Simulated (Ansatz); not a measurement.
**TaHO (singlet): from Hartree-Fock to the top rungs at a displaced geometry (v2), def2-SVP**

The task here is to estimate one member of a computed series from the others.

The runs use Ansatz 0.2.0, Gaussian basis; def2-SVP, core rule «outside noble gas», up to 5 orbitals frozen.

Plan: UHF; CCSD(T) on RHF; CCSD(T) on UHF; CISD; CCSDT(Q) on RHF; CCSDT(Q) on UHF.

23 further runs of the same task are left out: 3 for a known fault of the program, 7 that didn't finish, 13 set aside as unsound or not needed. Runs told in other sessions of the task aren't counted.

## The geometry

The geometry is a PBE0/def2-TZVP stationary point (not a proven minimum) with its atoms shifted at random (size 0.100 Å). No spin-orbit coupling is included. Elements past krypton take def2 core potentials.

3 atoms, charge 0, spin multiplicity 1.

Atoms are counted from 1 here; the program's logs count them from 0.

Bond lengths: Ta1–O2 1.798 Å, O2–H3 0.965 Å. Angles: Ta1–O2–H3 169.9°.

The first run:

The input, in.yaml:

```yaml
crystal:
  periodic: [false, false, false]
  atoms:
    - {symbol: Ta, position_ang: [0.084376, 0.005225, 1.514198]}
    - {symbol: O, position_ang: [-0.080498, 0.013599, -0.276209]}
    - {symbol: H, position_ang: [-0.003878, -0.018825, -1.237989]}
basis:
  gaussian: {orbitals: def2-SVP}
magnetization: {spin_polarized: true, initial_magnetization: 0}
hamiltonian: {xc: hf}
output: {orbitals: {seedname: orbitals}}
```

Run with:

```console
$ ansatz run in.yaml --threads 1 --pin off --events-out ev --progress --plain --max-ram 2393MiB
```

Among the steps run: UHF; CCSD(T) on RHF; CCSD(T) on UHF; CISD; CCSDT(Q) on RHF; CCSDT(Q) on UHF.

One table of the session follows, with a row left open; its other results are not shown here.

It belongs to the step «Misses and costs». 

| method | from RCCSDT(Q) (kcal/mol) |
| --- | --- |
| RHF | +194.78 |
| UHF | +177.81 |
| RMP2 | ? |
| UMP2 | +10.21 |
| RCCSD | +8.41 |
| UCCSD | -4.35 |
| RCCSD(T) | +1.53 |
| UCCSD(T) | -12.63 |
| RCCSDT | +0.74 |
| UCCSDT | -16.00 |
| RCCSDT(Q) | 0 |
| UCCSDT(Q) | -17.13 |

Q: Estimate the row for RMP2 from the others.

As computed: from RCCSDT(Q) (kcal/mol): +18.85. In the column «from RCCSDT(Q) (kcal/mol)» it lies between UMP2 (+10.21) and UHF (+177.81).

Not comparable, so not listed: CISD (they don't share determinant, frozen orbitals or solution with the rows shown, or repeat one).

Caveats from the session: The determinant of HF (⟨S²⟩ 1.32) is far from a pure spin state, so its energy mixes those of several spin states; that is harmless only where they are near-degenerate. The determinant of CCSD(T) (⟨S²⟩ 1.29) is far from a pure spin state, so its energy mixes those of several spin states; high orders of coupled cluster remove much of that, low ones don't. The determinant of CCSDT(Q) (⟨S²⟩ 1.29) is far from a pure spin state, so its energy mixes those of several spin states; high orders of coupled cluster remove much of that, low ones don't. The program flags UCCSD(T), UCCSDT(Q) as in doubt, so read those rows with care; the flags are large difference. Warnings: restricted reference is unstable; spin contamination; coupled cluster took another determinant than the lowest; large T1 diagnostic. Restricted and unrestricted rows rest on different reference determinants; a gap between their highest levels can come from leftover correlation error, from unlike frozen cores or from another state.
